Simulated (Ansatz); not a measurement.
Born–Oppenheimer molecular dynamics of a periodic cell of 24 atoms, CsMgAsH11O10 (host CsMgAsH12O10, host structure F-43m, one H atom removed), cell charge -1. It goes on from the last frame of an earlier run, with new velocities.

All numbers below come from Ansatz, DFT PBEsol, scalar-relativistic, plane waves, PAW. Settings: accuracy low, cutoff 420 eV, k mesh 2x2x2, fermi-dirac smearing 0.05 eV, no spin polarisation.

```
ensemble                      : NVE (velocity Verlet)
time step                     : 0.5 fs
steps asked                   : 160
starting velocities drawn for : 1170 K
seed                          : 351738
```

Frames 2.5 fs apart, positions in Å, forces in eV/Å.

Velocities at 5.0 fs (Å/ps):

```
Cs -3.77 -3.28 -2.32
Mg 6.66 -1.18 -0.24
H -6.10 74.00 -14.05
H -1.08 -62.76 46.91
H -2.82 -13.86 -16.06
H -28.59 -9.07 105.52
H -50.53 86.27 76.09
H 10.40 72.39 -11.64
H 48.93 -7.52 -6.37
H -1.47 -32.36 40.89
H 89.63 -89.33 0.70
H 24.89 14.44 8.05
H 2.27 -114.52 -60.94
As 0.68 -3.01 0.11
O -3.82 16.06 4.48
O 2.90 4.95 7.93
O -4.09 2.73 1.55
O 1.49 -5.68 -1.46
O -6.08 5.86 7.62
O -0.79 4.50 -2.06
O 10.06 10.45 -14.01
O 11.88 -0.33 5.23
O 2.29 2.82 4.57
O -1.19 6.96 -5.36
```

```xyz
24
Lattice="0.0000 5.1821 5.1821 5.1821 0.0000 5.1821 5.1821 5.1821 0.0000" Properties=species:S:1:pos:R:3:forces:R:3 time_fs=5.0 energy_less_start_eV=-2.323 T=1949
Cs 7.875 8.017 7.427 0.25 -0.20 0.28
Mg 0.052 -0.100 0.049 -0.09 0.08 -1.37
H 2.544 5.588 6.127 1.59 0.59 0.39
H 5.178 7.938 5.381 -11.44 -7.86 -1.30
H 8.120 4.343 5.874 0.95 1.64 -3.07
H 5.083 2.762 5.495 -4.74 4.93 2.31
H 2.283 4.158 4.748 1.44 1.46 1.13
H 6.368 2.365 5.899 -1.83 -0.27 -1.43
H 7.275 5.510 4.125 2.42 -1.48 1.09
H 4.842 5.969 7.652 -0.49 0.89 -0.81
H 4.008 4.390 2.590 -3.85 -5.64 2.73
H 5.219 4.776 2.110 1.76 -0.12 0.19
H 5.588 4.623 7.881 3.50 -3.24 -2.02
As 2.533 2.423 2.845 -3.87 0.55 0.15
O 2.156 5.073 5.409 -2.33 -0.52 -1.52
O 5.861 8.369 5.454 10.50 7.87 1.85
O 8.478 4.826 4.975 -1.48 -2.26 3.23
O 5.590 2.155 5.133 6.16 -4.94 -0.99
O 4.946 5.188 8.191 -2.85 2.54 3.10
O 4.379 5.147 2.356 3.20 6.64 -2.60
O 3.243 3.606 3.835 -0.31 -1.46 0.05
O 3.425 6.847 6.828 0.13 0.64 0.03
O 6.962 6.352 3.795 -2.10 2.51 -1.53
O 6.186 3.295 7.371 3.49 -2.33 0.09
24
Lattice="0.0000 5.1821 5.1821 5.1821 0.0000 5.1821 5.1821 5.1821 0.0000" Properties=species:S:1:pos:R:3:forces:R:3 time_fs=7.5 energy_less_start_eV=-3.207 T=2238
Cs 7.866 8.009 7.421 0.16 -0.26 0.34
Mg 0.068 -0.102 0.047 -0.79 0.08 -1.48
H 2.574 5.778 6.091 1.09 -0.75 -0.83
H 5.021 7.667 5.482 3.31 2.76 -0.02
H 8.136 4.352 5.758 -0.33 0.09 0.19
H 4.952 2.787 5.769 1.72 -2.36 -2.72
H 2.203 4.381 4.951 2.08 -6.09 -3.58
H 6.343 2.530 5.827 -1.27 -0.99 -1.34
H 7.460 5.471 4.136 1.25 0.82 0.66
H 4.822 5.955 7.701 -0.47 2.30 -1.83
H 4.161 4.101 2.646 -0.93 3.04 0.61
H 5.315 4.824 2.139 -0.57 1.20 0.63
H 5.625 4.310 7.711 -0.32 1.09 0.92
As 2.534 2.416 2.845 -2.85 1.06 1.62
O 2.142 5.115 5.420 -2.35 8.17 4.80
O 5.876 8.389 5.476 -3.89 -2.51 0.65
O 8.465 4.829 4.984 -0.50 -0.46 -0.26
O 5.600 2.138 5.131 -0.65 2.95 3.89
O 4.931 5.200 8.216 1.78 -3.56 1.73
O 4.381 5.164 2.347 2.38 -2.95 -0.93
O 3.267 3.628 3.799 0.04 -2.24 -1.05
O 3.454 6.848 6.841 -0.62 0.51 -0.72
O 6.965 6.362 3.804 -0.56 -0.03 -0.88
O 6.189 3.308 7.358 2.30 -1.87 -0.42
24
Lattice="0.0000 5.1821 5.1821 5.1821 0.0000 5.1821 5.1821 5.1821 0.0000" Properties=species:S:1:pos:R:3:forces:R:3 time_fs=10.0 energy_less_start_eV=-1.707 T=1736
Cs 7.856 8.001 7.416 0.08 -0.23 0.38
Mg 0.082 -0.105 0.041 -0.73 0.05 -1.41
H 2.667 5.928 6.013 0.34 -1.55 -0.80
H 4.990 7.506 5.577 3.79 3.99 -0.31
H 8.121 4.352 5.670 -2.24 -2.16 3.61
H 4.894 2.704 5.905 2.25 -2.44 -3.22
H 2.241 4.326 4.998 1.38 -0.36 -0.33
H 6.252 2.642 5.682 1.11 -0.24 0.12
H 7.721 5.464 4.192 0.22 0.35 1.30
H 4.777 6.044 7.665 0.21 -2.04 1.29
H 4.244 3.948 2.749 -1.28 3.67 0.46
H 5.387 4.937 2.203 -1.41 1.15 0.65
H 5.648 4.060 7.591 -1.36 3.68 2.22
As 2.532 2.409 2.847 -2.81 0.43 2.02
O 2.119 5.182 5.444 -1.03 2.67 1.52
O 5.882 8.402 5.500 -4.09 -3.74 0.81
O 8.451 4.831 4.990 1.36 2.37 -4.21
O 5.609 2.130 5.142 -3.46 2.25 2.83
O 4.921 5.202 8.246 0.56 1.17 -0.98
O 4.393 5.173 2.335 3.13 -3.09 -0.77
O 3.292 3.643 3.760 0.38 -2.19 -1.09
O 3.482 6.850 6.851 -0.76 0.95 -1.05
O 6.965 6.373 3.809 0.81 -0.13 -1.07
O 6.202 3.313 7.342 3.56 -4.57 -1.97
24
Lattice="0.0000 5.1821 5.1821 5.1821 0.0000 5.1821 5.1821 5.1821 0.0000" Properties=species:S:1:pos:R:3:forces:R:3 time_fs=12.5 energy_less_start_eV=-3.551 T=2351
Cs 7.847 7.992 7.410 0.09 -0.13 0.40
Mg 0.095 -0.108 0.032 -0.23 -0.27 -1.03
H 2.779 5.989 5.888 -0.66 -1.57 -0.34
H 5.181 7.578 5.653 2.30 2.90 -0.58
H 8.005 4.267 5.738 0.42 2.10 -1.95
H 4.961 2.480 5.857 0.16 -0.84 -1.05
H 2.360 4.198 4.989 -0.08 3.86 1.04
H 6.223 2.745 5.540 2.09 0.69 0.61
H 7.993 5.478 4.319 -1.62 0.14 0.32
H 4.742 6.035 7.690 0.15 -1.80 1.12
H 4.253 4.010 2.877 -1.29 3.00 -0.07
H 5.388 5.117 2.304 0.41 0.64 0.47
H 5.596 4.010 7.596 -0.66 2.66 1.96
As 2.527 2.403 2.850 -2.93 -0.51 1.23
O 2.093 5.263 5.476 1.01 -2.12 -0.75
O 5.872 8.402 5.528 -2.45 -2.61 0.74
O 8.441 4.839 4.986 0.58 -2.55 2.45
O 5.605 2.129 5.164 -2.68 -0.19 0.23
O 4.913 5.207 8.273 0.50 0.78 -0.75
O 4.415 5.170 2.319 1.18 -1.77 -0.38
O 3.318 3.650 3.717 0.31 -1.63 -0.05
O 3.506 6.856 6.858 -0.50 1.49 -0.68
O 6.968 6.384 3.810 1.00 0.71 -1.18
O 6.227 3.303 7.320 2.91 -2.96 -1.76
24
Lattice="0.0000 5.1821 5.1821 5.1821 0.0000 5.1821 5.1821 5.1821 0.0000" Properties=species:S:1:pos:R:3:forces:R:3 time_fs=15.0 energy_less_start_eV=-2.903 T=2150
Cs 7.838 7.984 7.405 0.10 -0.04 0.39
Mg 0.107 -0.111 0.020 0.01 -0.87 -0.44
H 2.856 5.961 5.745 -0.95 -0.49 0.42
H 5.443 7.730 5.714 -8.00 -12.40 2.61
H 7.901 4.286 5.720 0.94 2.47 -2.01
H 4.997 2.220 5.798 -4.94 1.37 5.53
H 2.478 4.286 5.037 -1.00 3.71 0.62
H 6.291 2.866 5.431 -1.68 -1.89 0.31
H 8.163 5.527 4.446 -3.37 2.94 -2.28
H 4.710 5.940 7.764 -0.86 2.22 -2.02
H 4.189 4.247 2.999 -0.58 1.39 -0.91
H 5.401 5.336 2.437 -0.14 0.29 0.53
H 5.505 4.123 7.715 1.02 0.87 0.68
As 2.521 2.397 2.855 -2.16 -0.11 -0.34
O 2.070 5.335 5.506 2.17 -3.51 -1.55
O 5.857 8.398 5.557 7.76 12.87 -2.77
O 8.434 4.837 4.989 1.84 -6.02 5.07
O 5.596 2.129 5.183 5.76 0.21 -5.88
O 4.908 5.213 8.298 1.91 -4.08 1.92
O 4.443 5.161 2.302 1.43 0.13 -0.42
O 3.346 3.650 3.674 -0.33 -1.08 1.44
O 3.529 6.868 6.862 -0.33 1.42 -0.11
O 6.974 6.397 3.808 0.65 0.48 -0.61
O 6.263 3.281 7.291 0.76 0.13 -0.17
24
Lattice="0.0000 5.1821 5.1821 5.1821 0.0000 5.1821 5.1821 5.1821 0.0000" Properties=species:S:1:pos:R:3:forces:R:3 time_fs=17.5 energy_less_start_eV=-4.469 T=2660
Cs 7.829 7.975 7.400 -0.01 0.10 0.32
Mg 0.119 -0.116 0.007 -0.45 -0.99 0.01
H 2.882 5.910 5.628 -0.13 1.67 1.25
H 5.423 7.464 5.857 0.93 3.83 -1.22
H 7.837 4.436 5.602 -1.93 -0.44 2.08
H 4.845 2.032 5.956 3.27 1.52 -2.01
H 2.537 4.582 5.122 -1.23 0.28 -0.29
H 6.278 2.891 5.348 -1.95 -1.63 1.36
H 8.152 5.697 4.477 -1.74 -1.45 0.48
H 4.634 5.939 7.746 -0.53 0.45 -0.91
H 4.087 4.564 3.074 -0.25 -0.62 -0.71
H 5.398 5.567 2.595 -2.18 -0.91 -0.21
H 5.463 4.298 7.878 0.04 1.34 0.16
As 2.512 2.390 2.859 -1.19 2.47 -1.93
O 2.055 5.396 5.530 1.64 -2.63 -1.41
O 5.859 8.422 5.580 -1.04 -3.31 1.01
O 8.434 4.818 5.008 2.75 1.39 -2.07
O 5.600 2.129 5.187 -2.34 -0.45 0.59
O 4.910 5.207 8.329 1.87 -2.54 0.52
O 4.476 5.152 2.284 3.63 3.16 -0.35
O 3.372 3.646 3.635 -0.75 -0.98 1.97
O 3.550 6.884 6.865 0.15 0.51 0.24
O 6.984 6.411 3.803 0.36 -0.80 0.48
O 6.303 3.259 7.262 1.08 0.02 0.66
24
Lattice="0.0000 5.1821 5.1821 5.1821 0.0000 5.1821 5.1821 5.1821 0.0000" Properties=species:S:1:pos:R:3:forces:R:3 time_fs=20.0 energy_less_start_eV=-1.992 T=1836
Cs 7.819 7.966 7.395 -0.05 0.26 0.26
Mg 0.130 -0.124 -0.006 -0.90 -0.81 0.33
H 2.894 5.954 5.584 -0.56 2.71 1.92
H 5.410 7.333 5.951 1.19 5.40 -1.67
H 7.682 4.583 5.575 -0.05 -0.28 0.90
H 4.847 1.934 6.031 3.69 1.86 -2.72
H 2.557 4.853 5.163 2.61 -7.01 -3.87
H 6.168 2.837 5.343 1.30 2.07 2.16
H 8.034 5.805 4.517 -0.65 -2.28 0.12
H 4.525 5.975 7.669 0.06 -1.17 0.75
H 3.969 4.852 3.100 -0.01 -1.33 -1.33
H 5.278 5.748 2.740 -1.52 -1.49 -1.18
H 5.440 4.528 8.040 3.10 -3.71 -2.73
As 2.503 2.386 2.861 -0.57 4.62 -2.69
O 2.045 5.449 5.551 -1.68 3.39 1.76
O 5.859 8.440 5.606 -1.23 -4.92 1.46
O 8.442 4.801 5.022 -0.38 2.17 -0.96
O 5.597 2.126 5.190 -6.06 -4.49 0.45
O 4.917 5.192 8.363 -2.85 4.99 1.12
O 4.523 5.155 2.264 2.91 3.98 1.33
O 3.395 3.638 3.605 -0.78 -0.85 1.80
O 3.572 6.902 6.869 1.06 -0.68 0.38
O 6.994 6.423 3.799 0.01 -1.93 1.59
O 6.347 3.236 7.235 1.36 -0.52 0.83
24
Lattice="0.0000 5.1821 5.1821 5.1821 0.0000 5.1821 5.1821 5.1821 0.0000" Properties=species:S:1:pos:R:3:forces:R:3 time_fs=22.5 energy_less_start_eV=-3.746 T=2411
Cs 7.810 7.958 7.390 0.06 0.37 0.28
Mg 0.139 -0.134 -0.019 -0.80 -0.74 0.52
H 2.867 6.141 5.650 -1.76 0.41 1.56
H 5.467 7.514 5.946 0.36 3.12 -1.14
H 7.524 4.703 5.609 3.53 -0.54 -0.98
H 5.051 1.940 5.961 -0.59 0.43 1.65
H 2.658 4.816 5.040 -2.08 0.29 0.67
H 6.108 2.873 5.460 0.45 0.18 1.08
H 7.877 5.783 4.564 0.52 -1.48 -0.77
H 4.420 5.949 7.631 0.37 -0.76 0.97
H 3.855 5.060 3.045 0.84 -1.92 -2.39
H 5.075 5.846 2.820 0.70 -0.62 -1.08
H 5.578 4.581 8.061 0.90 -1.13 -1.45
As 2.493 2.385 2.862 0.74 4.52 -2.49
O 2.033 5.509 5.574 4.35 -2.03 -2.43
O 5.856 8.440 5.637 -0.51 -2.75 0.75
O 8.450 4.792 5.032 -4.91 1.77 1.48
O 5.574 2.109 5.195 -0.96 -0.71 -2.72
O 4.916 5.192 8.400 -1.09 2.17 -0.92
O 4.579 5.173 2.250 -0.17 3.26 2.58
O 3.415 3.628 3.581 -0.93 -0.41 1.75
O 3.598 6.919 6.875 0.97 -1.06 0.50
O 7.004 6.427 3.802 -0.54 -2.33 2.05
O 6.395 3.212 7.211 0.53 -0.06 0.55
24
Lattice="0.0000 5.1821 5.1821 5.1821 0.0000 5.1821 5.1821 5.1821 0.0000" Properties=species:S:1:pos:R:3:forces:R:3 time_fs=25.0 energy_less_start_eV=-2.121 T=1881
Cs 7.801 7.950 7.386 0.08 0.44 0.28
Mg 0.146 -0.146 -0.030 -0.51 -0.36 0.72
H 2.747 6.356 5.807 -0.82 -1.40 0.59
H 5.490 7.766 5.916 -7.44 -12.23 4.32
H 7.557 4.790 5.596 2.47 -1.24 0.07
H 5.219 1.964 6.021 -1.99 -1.03 4.13
H 2.666 4.760 4.933 -1.93 2.17 1.78
H 6.082 2.926 5.637 -0.44 -1.90 -0.83
H 7.751 5.674 4.565 1.46 -0.37 -1.38
H 4.338 5.877 7.652 1.00 -0.53 1.08
H 3.786 5.154 2.856 0.79 -2.28 -1.74
H 4.911 5.911 2.842 2.11 0.77 0.03
H 5.783 4.541 7.987 -2.85 1.40 0.50
As 2.484 2.388 2.860 2.73 3.02 -1.30
O 2.035 5.564 5.590 3.75 -2.78 -2.89
O 5.854 8.436 5.669 7.12 12.51 -4.82
O 8.440 4.789 5.047 -4.34 1.61 0.97
O 5.548 2.089 5.188 1.41 3.02 -3.08
O 4.910 5.202 8.434 2.35 -1.04 -3.37
O 4.636 5.202 2.244 -1.63 2.01 1.21
O 3.432 3.615 3.563 -1.32 0.02 1.62
O 3.627 6.931 6.882 -0.05 -0.78 0.53
O 7.013 6.423 3.812 -0.99 -2.08 1.67
O 6.445 3.189 7.189 -0.97 1.05 -0.09
```

Of the whole run (80 fs, mean temperature of the second half 2228 K): The conserved energy stayed within 3.4 meV per atom of its start (net change -1.1 meV per atom), so there is no drift, though single steps change it by up to 57 meV in the whole system, a sign of fast motions only just resolved. The system heated up, since it started high on the potential surface and ran downhill. A run of 0.08 ps of so small a system gives no equilibrium averages. Limits of this set-up: coarse k mesh, low accuracy level, charged cell in a uniform background, uncorrected.

The run took 11 min on 1 thread of Intel(R) Xeon(R) 6975P-C (Granite Rapids), with other jobs on the host, peak memory 0.75 GiB.
